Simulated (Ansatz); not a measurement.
# CH₇FSSi₂: one species, many methods

How much do the methods differ for CH₇FSSi₂? The plan is to run it at one geometry with functionals of several rungs and with coupled cluster, and see how far each lands from CCSD(T) at the basis-set limit for the atomisation energy.

Program: Ansatz 0.2.0, Gaussian basis. Level of theory: functionals in def2-TZVPP, the program's frozen cores in correlated methods. These are calculated values, not measurements.

Plan: PBE-D4, r2SCAN-D4, PBE0-D4, B3LYP-D4, ωB97X-V, ωB97M-V, B2PLYP; CCSD(T)/def2-TZVPP; MP2/def2-QZVPP; extrapolation to the limit.

### 1 The relaxed structure

The geometry comes from an earlier relaxation with PBE0-D4 in a triple-zeta def2 set; it is a stationary point, not always the lowest conformer.

SMILES `FC([SiH3])[SiH2]S`, 12 atoms, charge 0, spin multiplicity 1.

Atoms are counted from 1 here; the program's logs count them from 0.

Bond lengths: F1–C2 1.410 Å, C2–Si3 1.896 Å, C2–Si4 1.892 Å, C2–H6 1.098 Å, Si3–H7 1.484 Å, Si3–H8 1.487 Å, Si3–H9 1.485 Å, Si4–S5 2.132 Å, Si4–H10 1.485 Å, Si4–H11 1.484 Å, S5–H12 1.345 Å. Angles: F1–C2–Si3 108.9°, F1–C2–Si4 107.9°, F1–C2–H6 107.4°, Si3–C2–Si4 115.0°, Si3–C2–H6 109.0°, Si4–C2–H6 108.4°, C2–Si3–H7 109.9°, C2–Si3–H8 107.6°, C2–Si3–H9 110.0°, H7–Si3–H8 109.6°, H7–Si3–H9 109.8°, H8–Si3–H9 109.9°, C2–Si4–S5 110.9°, C2–Si4–H10 108.5°, C2–Si4–H11 109.2°, S5–Si4–H10 111.6°, S5–Si4–H11 106.1°, H10–Si4–H11 110.4° and more.

### 2 PBE-D4 (GGA)

The input, in.yaml:

```yaml
crystal:
  periodic: [false, false, false]
  atoms:
    - {symbol: F, position_ang: [-0.930824, 1.232536, 0.856162]}
    - {symbol: C, position_ang: [-0.604347, -0.000257, 0.254945]}
    - {symbol: Si, position_ang: [0.143377, -1.145924, 1.567056]}
    - {symbol: Si, position_ang: [0.516204, 0.354285, -1.227638]}
    - {symbol: S, position_ang: [-0.441873, 1.664148, -2.609739]}
    - {symbol: H, position_ang: [-1.538669, -0.442322, -0.114320]}
    - {symbol: H, position_ang: [1.415232, -0.572235, 2.073565]}
    - {symbol: H, position_ang: [0.410621, -2.457907, 0.919976]}
    - {symbol: H, position_ang: [-0.810526, -1.321672, 2.690879]}
    - {symbol: H, position_ang: [1.792959, 0.924189, -0.728174]}
    - {symbol: H, position_ang: [0.767762, -0.909920, -1.963523]}
    - {symbol: H, position_ang: [-0.643014, 2.619880, -1.685191]}
basis:
  gaussian: {orbitals: def2-TZVPP}
hamiltonian: {xc: pbe, dispersion: d4}
output: {forces: true, orbitals: {seedname: orbitals}}
```

Command:

```console
> ansatz run in.yaml --threads 4 --pin off --events-out ev --progress --plain --max-ram 10444MiB
```

Further steps of the session: r2SCAN-D4 (meta-GGA); PBE0-D4 (hybrid); B3LYP-D4 (hybrid); ωB97X-V (range-separated); ωB97M-V (range-separated); B2PLYP (double hybrid); CCSD(T) in def2-TZVPP; MP2 in def2-QZVPP.

**Question.** What will the summary of the whole plan be? Wanted: atomisation energy, CCSD(T)/CBS; farthest; mean size of error, hybrid; mean size of error, range-separated; gap, smallest and largest; T1 diagnostic; triples share of the correlation energy.

The runs gave:

```
                               quantity                                 value
        atomisation energy, CCSD(T)/CBS                         3849.3 kJ/mol
 functionals within 19.2 kJ/mol (0.5 %)  PBE-D4, r2SCAN-D4, B3LYP-D4, ωB97M-V
                               farthest                 B2PLYP (-66.8 kJ/mol)
             mean size of error, hybrid                           22.2 kJ/mol
    mean size of error, range-separated                           20.8 kJ/mol
              gap, smallest and largest  5.07 eV (PBE-D4), 11.63 eV (ωB97X-V)
                          T1 diagnostic                                0.0122
triples share of the correlation energy                                 3.6 %
```

In words: PBE-D4 misses by +13.6 kJ/mol. Double hybrids carry the basis error of their MP2 part in triple zeta, and no dispersion term here, so their miss is partly the set-up's. The reference freezes the cores and leaves out relativity and excitations past (T), so misses under about 19.2 kJ/mol can't be ranked. Hartree-Fock recovers 74 % of the binding; the rest is correlation. The gap grows from 5.1 to 11.6 eV across the functionals, mostly with the share of exact exchange.
